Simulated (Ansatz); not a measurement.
**CH5BFIn: up Jacob's ladder to CCSD(T)**

One table from this session's results is given with a row withheld; the runs are named, their logs left out.

Method: functionals in def2-TZVPP, the program's frozen cores in correlated methods; program: Ansatz 0.2.0, Gaussian basis.

Levels to be run: PBE-D4, r2SCAN-D4, PBE0-D4, B3LYP-D4, ωB97X-V, ωB97M-V, B2PLYP; CCSD(T)/def2-TZVPP; CCSD(T)/def2-QZVPP; extrapolation to the limit.

## The relaxed structure

An earlier PBE0-D4 in a triple-zeta def2 set relaxation fixed the geometry. In takes the def2 core potential; no spin-orbit term is included.

9 atoms, charge 0, spin multiplicity 1.

Atoms are counted from 1 here; the program's logs count them from 0.

Bond lengths: B1–In2 2.231 Å, B1–H5 1.197 Å, B1–H6 1.197 Å, In2–C3 2.188 Å, In2–H7 1.736 Å, C3–F4 1.394 Å, C3–H8 1.095 Å, C3–H9 1.095 Å. Angles: In2–B1–H5 121.7°, In2–B1–H6 121.8°, H5–B1–H6 116.5°, B1–In2–C3 122.9°, B1–In2–H7 125.6°, C3–In2–H7 111.4°, In2–C3–F4 112.3°, In2–C3–H8 110.6°, In2–C3–H9 110.5°, F4–C3–H8 107.9°, F4–C3–H9 107.9°, H8–C3–H9 107.4°.

Geometry (Å):

```mol
CH5BFIn
  3D, bonds by distance, orders not assigned

  9  8  0  0  0  0  0  0  0  0999 V2000
   -0.3458    2.1341    0.3724 B   0  0
    0.7812    0.2356    0.0526 In  0  0
   -0.2022   -1.6870   -0.3010 C   0  0
   -1.5916   -1.5794   -0.2963 F   0  0
   -0.6514    2.8455   -0.5404 H   0  0
   -0.6827    2.4911    1.4642 H   0  0
    2.5093    0.0743    0.0475 H   0  0
    0.1005   -2.1024   -1.2684 H   0  0
    0.0827   -2.4117    0.4693 H   0  0
  1  2  8  0
  2  3  8  0
  3  4  8  0
  1  5  8  0
  1  6  8  0
  2  7  8  0
  3  8  8  0
  3  9  8  0
M  END
```

The first run:

Contents of in.yaml:

```yaml
crystal:
  periodic: [false, false, false]
  atoms:
    - {symbol: B, position_ang: [-0.345791, 2.134099, 0.372397]}
    - {symbol: In, position_ang: [0.781191, 0.235582, 0.052627]}
    - {symbol: C, position_ang: [-0.202157, -1.687040, -0.300997]}
    - {symbol: F, position_ang: [-1.591571, -1.579358, -0.296289]}
    - {symbol: H, position_ang: [-0.651418, 2.845537, -0.540407]}
    - {symbol: H, position_ang: [-0.682703, 2.491058, 1.464199]}
    - {symbol: H, position_ang: [2.509285, 0.074269, 0.047502]}
    - {symbol: H, position_ang: [0.100459, -2.102428, -1.268373]}
    - {symbol: H, position_ang: [0.082706, -2.411719, 0.469342]}
basis:
  gaussian: {orbitals: def2-TZVPP}
hamiltonian: {xc: pbe, dispersion: d4}
output: {forces: true, orbitals: {seedname: orbitals}}
```

On the command line:

```console
ansatz run in.yaml --threads 2 --pin off --events-out ev --progress --plain --max-ram 32768MiB --backend cpu
```

Steps of the session up to this table: PBE-D4 (GGA); r2SCAN-D4 (meta-GGA); PBE0-D4 (hybrid); B3LYP-D4 (hybrid); ωB97X-V (range-separated); ωB97M-V (range-separated); B2PLYP (double hybrid); CCSD(T) in def2-TZVPP; CCSD(T) in def2-QZVPP.

One table of the session follows, with a row left open; its other results are not shown here.

It belongs to the step «Atomisation energies». 

```
            method  atoms, summed (eV)  atomisation energy (kJ/mol)
            PBE-D4           -9651.623                       2726.8
         r2SCAN-D4           -9656.733                       2701.1
           PBE0-D4           -9652.395                       2685.7
          B3LYP-D4           -9659.796                       2681.4
           ωB97X-V           -9655.200                       2707.2
           ωB97M-V           -9653.857                       2700.8
            B2PLYP           -9648.531                       2652.1
     HF/def2-TZVPP           -9615.026                       1971.9
    MP2/def2-TZVPP                   ?                            ?
   CCSD/def2-TZVPP           -9631.533                       2591.4
CCSD(T)/def2-TZVPP           -9631.887                       2626.9
           MP2/CBS           -9640.673                       2707.2
       CCSD(T)/CBS           -9642.409                       2686.6
```

Estimate the missing values for MP2/def2-TZVPP.

As computed: atoms, summed (eV): -9630.151; atomisation energy (kJ/mol): 2647.5. In the column «atoms, summed (eV)» it lies between CCSD/def2-TZVPP (-9631.533) and HF/def2-TZVPP (-9615.026).

Limits of these values: Free atoms (1 B, 1 In, 1 C, 1 F, 5 H) were run apart at each level; the atomisation energy is their sum less the molecule, without zero-point or spin-orbit terms.
